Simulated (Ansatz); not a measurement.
Relaxation of a periodic cell of 31 atoms, TiAl30 (host Al, host structure fcc, dopant Ti, one Al atom removed), to a largest force component of 0.03 eV/Å in at most 60 steps.

The calculation used Ansatz, DFT r2SCAN, scalar-relativistic, plane waves, PAW. Settings: PAW set soft_1, cutoff 500 eV, k mesh 2x2x2, gaussian smearing 0.15 eV, no spin polarisation.

```xyz
31
Lattice="8.1000 0.0000 0.0000 0.0000 8.1000 0.0000 0.0000 0.0000 8.1000" Properties=species:S:1:pos:R:3:forces:R:3
Al 4.024 0.019 0.032 0.06 -0.04 -0.18
Al 6.102 2.014 0.002 -0.09 0.08 -0.18
Al 6.095 -0.029 2.038 -0.15 0.10 -0.05
Al -0.021 -0.021 0.029 0.08 0.05 -0.25
Al 2.028 2.020 0.012 -0.11 0.16 -0.08
Al 4.079 4.013 -0.001 -0.04 0.16 -0.01
Al 6.064 6.114 -0.059 0.05 -0.33 0.11
Ti 1.986 0.013 2.042 -0.03 0.00 -0.23
Al 4.074 2.046 2.015 -0.07 -0.02 0.15
Al 6.095 4.024 1.969 -0.11 0.19 0.11
Al 6.066 1.972 4.105 0.01 0.28 -0.05
Al 6.080 0.000 6.111 0.03 -0.05 -0.03
Al -0.005 4.045 -0.038 0.01 0.10 0.01
Al 2.027 6.068 -0.008 -0.10 -0.01 0.10
Al -0.040 2.034 1.984 0.19 0.06 0.15
Al 2.001 4.046 1.992 0.09 -0.02 0.05
Al 4.068 6.122 2.045 -0.04 -0.24 -0.11
Al 0.000 0.016 4.050 -0.10 -0.09 0.02
Al 2.014 2.034 4.077 0.11 0.16 -0.14
Al 4.059 4.088 4.034 0.06 -0.24 -0.02
Al 6.060 6.072 4.038 0.14 -0.15 0.22
Al 2.001 0.044 6.046 0.12 -0.19 0.05
Al 4.063 2.031 6.061 0.05 0.10 0.10
Al 6.066 4.039 6.052 0.15 0.05 0.12
Al -0.001 6.066 2.018 -0.04 -0.17 -0.05
Al -0.006 4.016 4.039 -0.09 0.11 0.03
Al 2.033 6.045 4.054 -0.12 0.07 -0.09
Al 0.030 2.025 6.073 -0.20 0.14 0.14
Al 2.003 4.084 6.082 -0.04 -0.32 -0.06
Al 3.983 6.010 6.091 0.42 0.15 0.08
Al 0.029 6.070 6.051 -0.24 -0.08 0.09
```

Question: Where does it end, and by what steps?

Answer: The run converged. Limits of this set-up: coarse k mesh, a small cell, in which the defect meets its images, a typed lattice constant that wasn't relaxed here. After 3 steps the energy has fallen by 0.177 eV; Al30 moved furthest, 0.11 Å.

```json
{"step": "0", "energy less start (eV)": "0.0000", "largest force component (eV/Å)": "0.417", "accepted": "yes"}
{"step": "1", "energy less start (eV)": "-0.1657", "largest force component (eV/Å)": "0.134", "accepted": "yes"}
{"step": "2", "energy less start (eV)": "-0.1741", "largest force component (eV/Å)": "0.045", "accepted": "yes"}
{"step": "3", "energy less start (eV)": "-0.1768", "largest force component (eV/Å)": "0.013", "accepted": "yes"}
```

```xyz
31
Lattice="8.1000 0.0000 0.0000 0.0000 8.1000 0.0000 0.0000 0.0000 8.1000" Properties=species:S:1:pos:R:3
Al 4.042 -0.003 -0.017
Al 6.081 2.049 -0.005
Al 6.058 -0.004 2.026
Al -0.032 -0.005 -0.034
Al 2.001 2.055 -0.020
Al 4.056 4.049 0.003
Al 6.081 6.048 -0.004
Ti 1.958 -0.002 1.956
Al 4.043 2.031 2.021
Al 6.056 4.048 2.007
Al 6.092 2.065 4.096
Al 6.098 -0.005 6.094
Al 0.001 4.049 0.002
Al 2.003 6.040 -0.021
Al -0.021 2.056 2.002
Al 2.020 4.047 2.020
Al 4.042 6.065 2.020
Al -0.015 -0.002 4.040
Al 2.020 2.033 4.042
Al 4.060 4.047 4.060
Al 6.091 6.034 4.092
Al 2.028 -0.002 6.056
Al 4.094 2.064 6.091
Al 6.104 4.050 6.105
Al -0.019 6.040 2.000
Al 0.002 4.049 4.057
Al 2.021 6.065 4.041
Al -0.003 2.050 6.081
Al 2.008 4.048 6.056
Al 4.092 6.035 6.091
Al -0.003 6.048 6.079
```

Whether the end is a true minimum wasn't checked by a vibrational analysis.

The run took 82 s on 4 threads of Arm Neoverse V2 (shared host), peak memory 2.6 GiB.
